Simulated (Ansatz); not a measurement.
**Si₃Ge₃H₁₄: basis-set convergence**

The task here is to estimate one member of a computed series from the others.

Program: Ansatz 0.2.0, Gaussian basis. Level of theory: one geometry, several basis sets. These are calculated values, not measurements.

Plan: PBE0-D4/def2-SVP; ωB97M-V/def2-SVP; PBE0-D4/def2-QZVPP; ωB97M-V/def2-QZVPP; the functionals' def2-TZVPP values are taken from earlier runs.

### The relaxed structure

An earlier PBE0-D4 in a triple-zeta def2 set relaxation fixed the geometry.

SMILES `[GeH3][SiH2][SiH2][SiH2][GeH2][GeH3]`, 20 atoms, charge 0, spin multiplicity 1.

Atoms are counted from 1 here; the program's logs count them from 0.

Bond lengths: Ge1–Si2 2.381 Å, Ge1–H7 1.539 Å, Ge1–H8 1.538 Å, Ge1–H9 1.538 Å, Si2–Si3 2.336 Å, Si2–H10 1.489 Å, Si2–H11 1.489 Å, Si3–Si4 2.337 Å, Si3–H12 1.490 Å, Si3–H13 1.490 Å, Si4–Ge5 2.384 Å, Si4–H14 1.490 Å, Si4–H15 1.489 Å, Ge5–Ge6 2.425 Å, Ge5–H16 1.541 Å, Ge5–H17 1.542 Å, Ge6–H18 1.539 Å, Ge6–H19 1.537 Å and more. Angles: Si2–Ge1–H7 109.8°, Si2–Ge1–H8 111.6°, Si2–Ge1–H9 110.3°, H7–Ge1–H8 108.7°, H7–Ge1–H9 108.0°, H8–Ge1–H9 108.4°, Ge1–Si2–Si3 109.4°, Ge1–Si2–H10 109.5°, Ge1–Si2–H11 109.6°, Si3–Si2–H10 111.3°, Si3–Si2–H11 108.9°, H10–Si2–H11 108.2°, Si2–Si3–Si4 109.1°, Si2–Si3–H12 110.4°, Si2–Si3–H13 109.6°, Si4–Si3–H12 109.0°, Si4–Si3–H13 110.3°, H12–Si3–H13 108.4° and more.

The first run:

in.yaml

```yaml
crystal:
  periodic: [false, false, false]
  atoms:
    - {symbol: Ge, position_ang: [-0.047278, -2.628549, -0.649872]}
    - {symbol: Si, position_ang: [1.523241, -0.951570, -1.273800]}
    - {symbol: Si, position_ang: [0.392297, 0.848291, -2.242153]}
    - {symbol: Si, position_ang: [-1.253996, 1.602072, -0.764100]}
    - {symbol: Ge, position_ang: [-0.311679, 2.000351, 1.389449]}
    - {symbol: Ge, position_ang: [-0.188540, 0.002488, 2.758950]}
    - {symbol: H, position_ang: [-0.656218, -3.267156, -1.910336]}
    - {symbol: H, position_ang: [0.610502, -3.733854, 0.192724]}
    - {symbol: H, position_ang: [-1.192813, -2.009213, 0.169355]}
    - {symbol: H, position_ang: [2.521795, -1.531439, -2.214529]}
    - {symbol: H, position_ang: [2.246561, -0.471422, -0.064046]}
    - {symbol: H, position_ang: [1.338214, 1.964340, -2.525354]}
    - {symbol: H, position_ang: [-0.225032, 0.417166, -3.528289]}
    - {symbol: H, position_ang: [-1.872090, 2.856825, -1.277451]}
    - {symbol: H, position_ang: [-2.325690, 0.575541, -0.640321]}
    - {symbol: H, position_ang: [1.101489, 2.595820, 1.235478]}
    - {symbol: H, position_ang: [-1.167054, 3.036537, 2.145245]}
    - {symbol: H, position_ang: [0.275414, 0.368227, 4.179588]}
    - {symbol: H, position_ang: [-1.572947, -0.660084, 2.847521]}
    - {symbol: H, position_ang: [0.803823, -1.014371, 2.171943]}
basis:
  gaussian: {orbitals: def2-SVP}
hamiltonian: {xc: pbe0, dispersion: d4}
output: {orbitals: {seedname: orbitals}}
```

Steps of the session up to this table: PBE0-D4 in def2-SVP; ωB97M-V in def2-SVP; PBE0-D4 in def2-QZVPP; ωB97M-V in def2-QZVPP.

One table of the session follows, with a row left open; its other results are not shown here.

It belongs to the step «Density functionals: the series». 

```
functional       basis  HOMO (eV)
   PBE0-D4    def2-SVP      -7.80
   PBE0-D4  def2-TZVPP      -7.76
   PBE0-D4  def2-QZVPP      -7.76
   ωB97M-V    def2-SVP      -9.69
   ωB97M-V  def2-TZVPP      -9.69
   ωB97M-V  def2-QZVPP          ?
```

Estimate the missing values for ωB97M-V, def2-QZVPP.

The run gave: HOMO (eV): -9.68. In the column «HOMO (eV)» it lies between ωB97M-V, def2-TZVPP (-9.69) and PBE0-D4, def2-SVP (-7.80).
